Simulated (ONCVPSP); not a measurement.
**Copper: generating and testing an ONCV potential**

Task: generate the file, and judge it by its errors in other configurations, its logarithmic derivatives, its ghosts and its cutoff.

Program: ONCVPSP 4.0.1.1 (patched build). Reference atom: PBE, scalar-relativistic, spherical and spin-unpolarised. All values are calculated.

### 1 Settings

Typed settings, in words:

| Quantity | Value |
| --- | --- |
| element | copper (Cu, Z = 29) |
| type | optimised norm-conserving Vanderbilt (ONCV) |
| frozen core | [Ne] |
| valence charge | 19 |
| reference configuration | 3s2 3p6 3d10 4p1 |
| partial waves | 3s: rc 1.00 bohr, ncon 4, nbas 9, qcut 10.4 1/bohr, 2 projectors, debl 2.7 Ha; 3p+4p: rc 1.35 bohr, ncon 4, nbas 9, qcut 12.2 1/bohr, 2 projectors; 3d: rc 1.05 bohr, ncon 4, nbas 9, qcut 17.6 1/bohr, 2 projectors, debl 2.1 Ha |
| local potential | polynomial inside 0.90 bohr (lpopt 1, dvloc0 3 Ha) |
| core correction | not asked for |

The outer shells as boxes (Hund's rule for the drawing; the calculation is spin-unpolarised):

```
[Ne] core
3s [↑↓]
3p [↑↓][↑↓][↑↓]
3d [↑↓][↑↓][↑↓][↑↓][↑↓]
4p [↑ ][  ][  ]
```

An earlier all-electron run gives the scale for the radii.

All-electron outer shells of the reference configuration (PBE, scalar-relativistic, ld1.x):

| shell | level (eV) | outermost node (bohr) | outermost maximum (bohr) |
| --- | --- | --- | --- |
| 2p | -918.96 | – | 0.16 |
| 3s | -116.83 | 0.29 | 0.61 |
| 3p | -74.29 | 0.26 | 0.62 |
| 3d | -7.15 | – | 0.60 |
| 4s | -6.07 | 0.89 | 2.21 |
| 4p | -1.71 | 0.97 | 3.35 |

### 2 Generation

Cu.dat

```
# ATOM AND REFERENCE CONFIGURATION
# atsym  z   nc   nv     iexc    psfile
  Cu 29.00    3    4        4      upf
#
#   n    l    f
    1    0    2.00
    2    0    2.00
    2    1    6.00
    3    0    2.00
    3    1    6.00
    3    2   10.00
    4    1    1.00
#
# PSEUDOPOTENTIAL AND OPTIMIZATION
# lmax
    2
#
#   l,   rc,      ep,       ncon, nbas, qcut
    0    1.00    0.00    4    9   10.40
    1    1.35    0.00    4    9   12.20
    2    1.05    0.00    4    9   17.60
#
# LOCAL POTENTIAL
# lloc, lpopt,  rc(5),   dvloc0
    4    1    0.90    3.00
#
# VANDERBILT-KLEINMAN-BYLANDER PROJECTORs
# l, nproj, debl
    0    2    2.70
    1    2    0.70
    2    2    2.10
#
# MODEL CORE CHARGE
# icmod, fcfact, rcfact
    0    0.00    0.00
#
# LOG DERIVATIVE ANALYSIS
# epsh1, epsh2, depsh
   -6.00    5.00    0.04
#
# OUTPUT GRID
# rlmax, drl
    6.00    0.01
#
# TEST CONFIGURATIONS
# ncnf
    4
# nvcnf
#   n    l    f
    5
    3    0    2.00
    3    1    6.00
    3    2   10.00
    4    1    0.00
    4    0    1.00
#
    4
    3    0    2.00
    3    1    6.00
    3    2   10.00
    4    1    0.00
#
    4
    3    0    2.00
    3    1    6.00
    3    2    9.00
    4    1    0.00
#
    5
    3    0    2.00
    3    1    6.00
    3    2    9.00
    4    1    0.00
    4    0    2.00
#
```

The run is started by

```
$ oncvpsp.x < Cu.dat > Cu.out
```

**Question.** What will these runs give? Wanted: cutoffs for 1 and 0.1 mHa per electron, occupied waves; bound ghosts; GHOST(+) flags; largest test error; largest phase difference near zero energy, channels read; projector energies reset by the program.

The runs gave:

| quantity | value |
| --- | --- |
| cutoffs for 1 and 0.1 mHa per electron, occupied waves | 102 Ha and 117 Ha |
| bound ghosts | none found |
| GHOST(+) flags | none at low energy |
| largest test error (AE − PS) | +6.3 meV, for 3s2 3p6 3d9 4s2 4p0 |
| largest phase difference near zero energy, channels read | 0.000 rad |
| projector energies reset by the program | s: -4.293, 0.250 Ha |

What this shows: The worst unpolarised test, 3s2 3p6 3d9 4s2 4p0, is off by 6.3 meV on 2.2 eV; by total energies transferability rates as good. By its cutoff, 102 Ha for the looser tolerance, it is very hard. At the looser tolerance the 3d wave is the slowest; 3s needs 46 Ha. No bound ghost shows below the valence levels. Near zero energy the phases of the channels with partial waves agree within 0.001 rad. All of this concerns the isolated atom, not yet a solid.
